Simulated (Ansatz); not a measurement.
# CsCd4Se3: a short molecular-dynamics run, part 2 of 2

What does CsCd4Se3 do over 30 steps of 1 fs at constant energy, with velocities drawn for 100 K? The cell is a randomly packed cell of 8 atoms, taken as it stands, without a relaxation.

Ansatz 0.2.0; DFT PBE, plane waves, PAW, scalar-relativistic, no spin polarisation.

## 3. The output, continued

The log, continued:

```text
SCF iter   2: F=—  HF=-55095.917153 eV  |F-HF|=—  |Δ(HF+E_count)|=  1.67e-10  Δρ=2.91e-6  dr2=2.74e-8  ethr=4.22e-11  ⟨swp⟩=2.0  Hψ=1247  notcnv=0  defer=5
SCF iter   3: F=-55095.917153 eV  HF=-55095.917153 eV  |F-HF|=3.42e-10  |Δ(HF+E_count)|=   9.08e-9  Δρ=4.43e-7  dr2=6.23e-10  ethr=5.84e-12  ⟨swp⟩=3.0  Hψ=2187  notcnv=0
SCF 12 converged in 3 iterations: F = -55095.917153 eV  dr2 = 6.23e-10
md step    11: t =    11.00 fs  T =    91.4 K  F+E_penalty+E_count = -55095.91715310 eV  E_kin = 0.082744 eV  conserved = -55095.83440922 eV  (3 SCF iters)
SCF iter   1: F=—  HF=-55095.917006 eV  |F-HF|=—  |Δ(HF+E_count)|=         —  Δρ=3.53e-6  dr2=3.81e-8  ethr=4.22e-10  ⟨swp⟩=1.9  Hψ=850  notcnv=0  defer=15
preconditioner: auto → LDOS  [metal: Δε(μ)=0.033 eV  Ē_g=10.675 eV  σ=0.100 eV  W_gap=0.08  n_scr=60 (ndim 8)  ℏωp=19.6 eV  f_vac=0.105  D(μ)=4.45/eV (n_scr^D=22)  β→1.0]
SCF iter   2: F=-55095.917006 eV  HF=-55095.917006 eV  |F-HF|=2.30e-9  |Δ(HF+E_count)|=   6.51e-9  Δρ=1.02e-6  dr2=2.58e-9  ethr=5.84e-12  ⟨swp⟩=2.0  Hψ=2488  notcnv=0
SCF 13 converged in 2 iterations: F = -55095.917006 eV  dr2 = 2.58e-9
md step    12: t =    12.00 fs  T =    91.3 K  F+E_penalty+E_count = -55095.91700563 eV  E_kin = 0.082596 eV  conserved = -55095.83440927 eV  (2 SCF iters)
SCF iter   1: F=—  HF=-55095.916947 eV  |F-HF|=—  |Δ(HF+E_count)|=         —  Δρ=4.15e-6  dr2=4.05e-8  ethr=2.78e-10  ⟨swp⟩=1.0  Hψ=832  notcnv=0  defer=18
preconditioner: auto → LDOS  [metal: Δε(μ)=0.030 eV  Ē_g=10.676 eV  σ=0.100 eV  W_gap=0.08  n_scr=60 (ndim 8)  ℏωp=19.6 eV  f_vac=0.105  D(μ)=4.45/eV (n_scr^D=22)  β→1.0]
SCF iter   2: F=—  HF=-55095.916947 eV  |F-HF|=—  |Δ(HF+E_count)|=   4.57e-9  Δρ=4.63e-6  dr2=5.11e-8  ethr=2.96e-11  ⟨swp⟩=2.0  Hψ=1310  notcnv=0  defer=18
SCF iter   3: F=-55095.916947 eV  HF=-55095.916947 eV  |F-HF|=9.24e-10  |Δ(HF+E_count)|=   1.73e-8  Δρ=6.54e-7  dr2=1.11e-9  ethr=5.84e-12  ⟨swp⟩=2.1  Hψ=2418  notcnv=0
SCF 14 converged in 3 iterations: F = -55095.916947 eV  dr2 = 1.11e-9
md step    13: t =    13.00 fs  T =    91.2 K  F+E_penalty+E_count = -55095.91694668 eV  E_kin = 0.082537 eV  conserved = -55095.83440936 eV  (3 SCF iters)
[... from here on, the SCF cycles and remarks between the steps are left out ...]
md step    14: t =    14.00 fs  T =    91.3 K  F+E_penalty+E_count = -55095.91697534 eV  E_kin = 0.082566 eV  conserved = -55095.83440942 eV  (2 SCF iters)
md step    15: t =    15.00 fs  T =    91.4 K  F+E_penalty+E_count = -55095.91709072 eV  E_kin = 0.082681 eV  conserved = -55095.83440948 eV  (3 SCF iters)
md step    16: t =    16.00 fs  T =    91.6 K  F+E_penalty+E_count = -55095.91729191 eV  E_kin = 0.082882 eV  conserved = -55095.83440953 eV  (2 SCF iters)
md step    17: t =    17.00 fs  T =    91.9 K  F+E_penalty+E_count = -55095.91757804 eV  E_kin = 0.083168 eV  conserved = -55095.83440959 eV  (3 SCF iters)
md step    18: t =    18.00 fs  T =    92.3 K  F+E_penalty+E_count = -55095.91794821 eV  E_kin = 0.083539 eV  conserved = -55095.83440965 eV  (2 SCF iters)
md step    19: t =    19.00 fs  T =    92.8 K  F+E_penalty+E_count = -55095.91840152 eV  E_kin = 0.083992 eV  conserved = -55095.83440971 eV  (3 SCF iters)
md step    20: t =    20.00 fs  T =    93.4 K  F+E_penalty+E_count = -55095.91893707 eV  E_kin = 0.084527 eV  conserved = -55095.83440971 eV  (6 SCF iters)
md step    21: t =    21.00 fs  T =    94.1 K  F+E_penalty+E_count = -55095.91955395 eV  E_kin = 0.085144 eV  conserved = -55095.83440969 eV  (3 SCF iters)
md step    22: t =    22.00 fs  T =    94.9 K  F+E_penalty+E_count = -55095.92025126 eV  E_kin = 0.085842 eV  conserved = -55095.83440975 eV  (2 SCF iters)
md step    23: t =    23.00 fs  T =    95.7 K  F+E_penalty+E_count = -55095.92102806 eV  E_kin = 0.086618 eV  conserved = -55095.83440983 eV  (3 SCF iters)
md step    24: t =    24.00 fs  T =    96.7 K  F+E_penalty+E_count = -55095.92188340 eV  E_kin = 0.087474 eV  conserved = -55095.83440988 eV  (2 SCF iters)
md step    25: t =    25.00 fs  T =    97.7 K  F+E_penalty+E_count = -55095.92281635 eV  E_kin = 0.088406 eV  conserved = -55095.83440994 eV  (3 SCF iters)
md step    26: t =    26.00 fs  T =    98.8 K  F+E_penalty+E_count = -55095.92382591 eV  E_kin = 0.089416 eV  conserved = -55095.83441001 eV  (2 SCF iters)
md step    27: t =    27.00 fs  T =   100.0 K  F+E_penalty+E_count = -55095.92491111 eV  E_kin = 0.090501 eV  conserved = -55095.83441008 eV  (3 SCF iters)
md step    28: t =    28.00 fs  T =   101.3 K  F+E_penalty+E_count = -55095.92607092 eV  E_kin = 0.091661 eV  conserved = -55095.83441014 eV  (2 SCF iters)
md step    29: t =    29.00 fs  T =   102.7 K  F+E_penalty+E_count = -55095.92730431 eV  E_kin = 0.092894 eV  conserved = -55095.83441020 eV  (2 SCF iters)
iter 1 solved again at ethr=1.13e-7 eV; its pass at ethr=3.10e-3 eV (dr2=1.55e-4 eV) is discarded
SCF iter   1: F=—  HF=-55095.928494 eV  |F-HF|=—  |Δ(HF+E_count)|=         —  Δρ=1.46e-4  dr2=7.64e-5  ethr=1.13e-7  ⟨swp⟩=3.0  Hψ=2659  notcnv=0
preconditioner: auto → LDOS  [metal: Δε(μ)=0.100 eV  Ē_g=10.690 eV  σ=0.100 eV  W_gap=0.24  n_scr=60 (ndim 8)  ℏωp=19.6 eV  f_vac=0.107  D(μ)=4.38/eV (n_scr^D=22)  β→1.0]
SCF iter   2: F=—  HF=-55095.928522 eV  |F-HF|=—  |Δ(HF+E_count)|=   2.82e-5  Δρ=9.85e-5  dr2=3.79e-5  ethr=5.57e-8  ⟨swp⟩=2.0  Hψ=1102  notcnv=0
SCF iter   3: F=—  HF=-55095.928480 eV  |F-HF|=—  |Δ(HF+E_count)|=   4.21e-5  Δρ=1.85e-5  dr2=2.14e-6  ethr=2.76e-8  ⟨swp⟩=2.0  Hψ=1007  notcnv=0
SCF iter   4: F=—  HF=-55095.928610 eV  |F-HF|=—  |Δ(HF+E_count)|=   1.30e-4  Δρ=8.47e-6  dr2=3.88e-7  ethr=1.56e-9  ⟨swp⟩=2.0  Hψ=934  notcnv=0
SCF iter   5: F=—  HF=-55095.928610 eV  |F-HF|=—  |Δ(HF+E_count)|=   7.15e-8  Δρ=3.20e-6  dr2=4.29e-8  ethr=2.84e-10  ⟨swp⟩=2.0  Hψ=1134  notcnv=0
SCF iter   6: F=-55095.928610 eV  HF=-55095.928610 eV  |F-HF|=1.25e-9  |Δ(HF+E_count)|=   8.15e-9  Δρ=9.73e-7  dr2=2.74e-9  ethr=5.84e-12  ⟨swp⟩=4.0  Hψ=2089  notcnv=0
SCF 31 converged in 6 iterations: F = -55095.928610 eV  dr2 = 2.74e-9
md step    30: t =    30.00 fs  T =   104.1 K  F+E_penalty+E_count = -55095.92861024 eV  E_kin = 0.094200 eV  conserved = -55095.83441022 eV  (6 SCF iters)
SCF converged after 6 iterations
Free energy (F): -55095.928610 eV
Harris-Foulkes:  -55095.928610 eV  (|F-HF|=1.25e-9)
Internal energy: -55095.787842 eV  (E = F + TS)
E sigma→0 (E₀):  -55095.858226 eV
Entropy (-TS):   -0.140768 eV (-17.596 meV/atom)
Fermi energy:    7.438158 eV
--- Per-component energies (eV) ---
  E_band       = -3328.349518
  E_kinetic    = 2512.322782
  E_local      = -25059.830659  (includes V_loc(G=0)·N_el)
  E_nonlocal   = -1625.143722
  E_hartree    = 11836.402156
  E_xc         = -1189.634281
  E_vxc        = -1301.421984  (∫ρ·V_xc dr)
  E_paw        = -27133.785840  (= ΣΔE_a)
  E_vpaw       = -1527.081073  (= ΣTr[D̂ρ^β])
  E_aug_tail   = -0.001704  (compensation charges beyond the density's cutoff)
  E_ewald      = -14436.116574
  E_smearing   = -0.140768  (= −TS)
  E_closure    = -0.000000  (closes the sum)
  Σ components = -55095.928610   (vs F -55095.928610, Δ=0.00e0)
--- Forces (eV/Å), atoms counted from 1 ---
  atom   1  Cs     0.13454931    -0.18429081     0.08884066
  atom   2  Se     0.09980547     0.39597817    -0.13953560
  atom   3  Se    -0.09863434    -0.47572705     0.30448178
  atom   4  Se     0.10856370     0.19327345    -0.04231597
  atom   5  Cd    -0.30215268     0.09020348     0.15252086
  atom   6  Cd    -0.01399247     0.01283675    -0.07180737
  atom   7  Cd     0.05279262    -0.04760639     0.00685895
  atom   8  Cd     0.01908149     0.01530838    -0.29903715
  max |Σ_I F_I| component: 2.40e-5 eV/Å
--- MD trajectory: 30 steps, t = 0.0 → 30.0 fs ---
  final state: T = 104.1 K   F+E_penalty+E_count = -55095.92861024 eV   E_kin = 0.094200 eV
  conserved energy: peak-to-peak 1.323e-6 eV (1.654e-7 eV/atom) over 30.0 fs
```

Run time: 2.2 min. Hardware: 2 threads of Arm Neoverse V1, shared host; peak memory 0.7 GiB.

## 4. The trajectory

The trajectory, every 2 steps (energies from step 0); msd is the mean square displacement from the start, the centre of mass held:

```csv
time (fs),T (K),potential energy change (meV/atom),total energy change (meV/atom),msd Cs (Å²),msd Se (Å²),msd Cd (Å²)
0.0,100,0.0,0.00,0.000,0.000,0.000
2.0,97,0.3,0.00,0.000,0.000,0.000
4.0,95,0.5,0.00,0.000,0.000,0.000
6.0,94,0.7,0.00,0.000,0.000,0.000
8.0,93,0.8,0.00,0.000,0.000,0.000
10.0,92,0.9,0.00,0.000,0.000,0.000
12.0,91,1.0,0.00,0.000,0.000,0.000
14.0,91,1.0,0.00,0.001,0.000,0.000
16.0,92,0.9,0.00,0.001,0.001,0.000
18.0,92,0.9,0.00,0.001,0.001,0.000
20.0,93,0.7,0.00,0.001,0.001,0.001
22.0,95,0.6,0.00,0.002,0.001,0.001
24.0,97,0.4,0.00,0.002,0.001,0.001
26.0,99,0.1,0.00,0.002,0.001,0.001
28.0,101,-0.1,0.00,0.002,0.002,0.001
30.0,104,-0.5,0.00,0.003,0.002,0.001
```

time (fs), T (K) and a bar:
```
      0.0        100 ####################
      1.0         99 #################
      3.0         96 ############
      4.0         95 ##########
      5.0         95 ########
      7.0         93 ####
      8.0         93 ###
      9.0         92 ##
     10.0         92 #
     12.0         91 
     13.0         91 
     14.0         91 
     16.0         92 #
     17.0         92 ##
     18.0         92 ###
     20.0         93 #####
     21.0         94 #######
     22.0         95 ########
     23.0         96 ##########
     25.0         98 ###############
     26.0         99 ##################
     27.0        100 ####################
     29.0        103 ###########################
     30.0        104 ##############################
```

## 5. Positions and forces

Positions (Å) and forces (eV/Å):

```xyz
8
Lattice="7.090 -1.029 -0.322 -1.428 6.874 1.050 0.087 -0.632 5.446" Properties=species:S:1:pos:R:3:forces:R:3 pbc="T T T" time_fs=4.0 T=95 dE=0.0041
Cs   -0.997    5.262    2.885    0.047   -0.240   -0.002
Se    4.050    2.112    0.633    0.230    0.412   -0.141
Se   -0.221    2.772    5.327   -0.234   -0.466    0.312
Se    1.232    2.123    1.786    0.204    0.157   -0.011
Cd    2.830    3.066    4.013   -0.308    0.073    0.130
Cd    5.045   -0.505   -0.153   -0.030    0.052   -0.018
Cd    3.941   -0.741    2.608    0.113   -0.031   -0.029
Cd    1.901    0.164    4.735   -0.020    0.042   -0.241
8
Lattice="7.090 -1.029 -0.322 -1.428 6.874 1.050 0.087 -0.632 5.446" Properties=species:S:1:pos:R:3:forces:R:3 pbc="T T T" time_fs=8.0 T=93 dE=0.0068
Cs   -1.002    5.260    2.880    0.060   -0.234    0.011
Se    4.050    2.106    0.639    0.208    0.412   -0.140
Se   -0.216    2.773    5.330   -0.208   -0.470    0.314
Se    1.233    2.121    1.783    0.189    0.164   -0.018
Cd    2.831    3.066    4.015   -0.310    0.076    0.135
Cd    5.044   -0.499   -0.152   -0.027    0.046   -0.028
Cd    3.947   -0.741    2.607    0.103   -0.034   -0.022
Cd    1.898    0.166    4.734   -0.016    0.039   -0.253
8
Lattice="7.090 -1.029 -0.322 -1.428 6.874 1.050 0.087 -0.632 5.446" Properties=species:S:1:pos:R:3:forces:R:3 pbc="T T T" time_fs=11.0 T=91 dE=0.0077
Cs   -1.006    5.258    2.877    0.070   -0.228    0.020
Se    4.050    2.103    0.644    0.193    0.412   -0.139
Se   -0.213    2.774    5.333   -0.189   -0.473    0.315
Se    1.235    2.120    1.781    0.178    0.169   -0.022
Cd    2.831    3.066    4.017   -0.311    0.077    0.138
Cd    5.043   -0.495   -0.151   -0.025    0.041   -0.035
Cd    3.951   -0.741    2.606    0.095   -0.036   -0.017
Cd    1.895    0.167    4.733   -0.012    0.037   -0.261
8
Lattice="7.090 -1.029 -0.322 -1.428 6.874 1.050 0.087 -0.632 5.446" Properties=species:S:1:pos:R:3:forces:R:3 pbc="T T T" time_fs=15.0 T=91 dE=0.0078
Cs   -1.010    5.256    2.872    0.084   -0.220    0.034
Se    4.051    2.098    0.649    0.173    0.411   -0.138
Se   -0.209    2.774    5.337   -0.167   -0.476    0.315
Se    1.237    2.119    1.777    0.163    0.175   -0.027
Cd    2.831    3.066    4.019   -0.311    0.080    0.142
Cd    5.042   -0.489   -0.150   -0.022    0.035   -0.044
Cd    3.956   -0.741    2.604    0.086   -0.038   -0.011
Cd    1.892    0.169    4.731   -0.006    0.033   -0.271
8
Lattice="7.090 -1.029 -0.322 -1.428 6.874 1.050 0.087 -0.632 5.446" Properties=species:S:1:pos:R:3:forces:R:3 pbc="T T T" time_fs=19.0 T=93 dE=0.0065
Cs   -1.015    5.253    2.868    0.097   -0.212    0.048
Se    4.052    2.094    0.655    0.153    0.409   -0.138
Se   -0.205    2.773    5.342   -0.146   -0.477    0.314
Se    1.239    2.117    1.774    0.149    0.181   -0.031
Cd    2.831    3.065    4.022   -0.310    0.083    0.146
Cd    5.040   -0.484   -0.149   -0.019    0.028   -0.052
Cd    3.962   -0.742    2.603    0.077   -0.041   -0.006
Cd    1.888    0.171    4.729    0.000    0.029   -0.280
8
Lattice="7.090 -1.029 -0.322 -1.428 6.874 1.050 0.087 -0.632 5.446" Properties=species:S:1:pos:R:3:forces:R:3 pbc="T T T" time_fs=22.0 T=95 dE=0.0046
Cs   -1.019    5.251    2.864    0.108   -0.205    0.059
Se    4.053    2.092    0.658    0.138    0.407   -0.138
Se   -0.203    2.772    5.347   -0.132   -0.478    0.313
Se    1.241    2.117    1.771    0.138    0.185   -0.035
Cd    2.830    3.065    4.024   -0.309    0.085    0.148
Cd    5.040   -0.479   -0.148   -0.017    0.024   -0.058
Cd    3.967   -0.742    2.602    0.070   -0.043   -0.002
Cd    1.885    0.172    4.727    0.005    0.026   -0.286
8
Lattice="7.090 -1.029 -0.322 -1.428 6.874 1.050 0.087 -0.632 5.446" Properties=species:S:1:pos:R:3:forces:R:3 pbc="T T T" time_fs=26.0 T=99 dE=0.0011
Cs   -1.023    5.248    2.860    0.121   -0.195    0.073
Se    4.054    2.090    0.663    0.119    0.402   -0.139
Se   -0.199    2.770    5.353   -0.115   -0.477    0.309
Se    1.244    2.116    1.768    0.123    0.189   -0.039
Cd    2.829    3.065    4.027   -0.306    0.087    0.150
Cd    5.038   -0.474   -0.147   -0.015    0.018   -0.065
Cd    3.972   -0.742    2.601    0.061   -0.045    0.003
Cd    1.882    0.174    4.724    0.012    0.021   -0.293
8
Lattice="7.090 -1.029 -0.322 -1.428 6.874 1.050 0.087 -0.632 5.446" Properties=species:S:1:pos:R:3:forces:R:3 pbc="T T T" time_fs=30.0 T=104 dE=-0.0037
Cs   -1.028    5.245    2.856    0.135   -0.184    0.089
Se    4.056    2.088    0.668    0.100    0.396   -0.140
Se   -0.196    2.766    5.359   -0.099   -0.476    0.304
Se    1.247    2.116    1.764    0.109    0.193   -0.042
Cd    2.828    3.066    4.031   -0.302    0.090    0.153
Cd    5.037   -0.468   -0.147   -0.014    0.013   -0.072
Cd    3.978   -0.742    2.600    0.053   -0.048    0.007
Cd    1.878    0.175    4.721    0.019    0.015   -0.299
```

## 6. Results

This closing draws on all 2 parts.

| quantity | value |
| --- | --- |
| length | 30 steps of 1 fs |
| temperature, first and last step | 100 and 104 K |
| temperature, second half | mean 96 K, from 91 to 104 K |
| potential energy, second half | +0 meV/atom from the start |
| largest change of the total energy | 0.00 meV/atom |
| mean square displacement, second half | Cs 0.002, Se 0.001, Cd 0.001 Å² |

The temperature starts at 100 K and averages 96 K in the second half, where it still rises, from 91 to 104 K. The total energy strays from its start by at most 0.00 meV/atom, under 0.1 % of the mean kinetic energy, so a step of 1 fs is short enough over this time. Over the second half Cs atoms stand 0.0 Å (root mean square) from where they began, and the farthest move is 0.1 Å. 30 fs on 8 atoms is far too short and small for converged averages. The k-mesh is coarse.
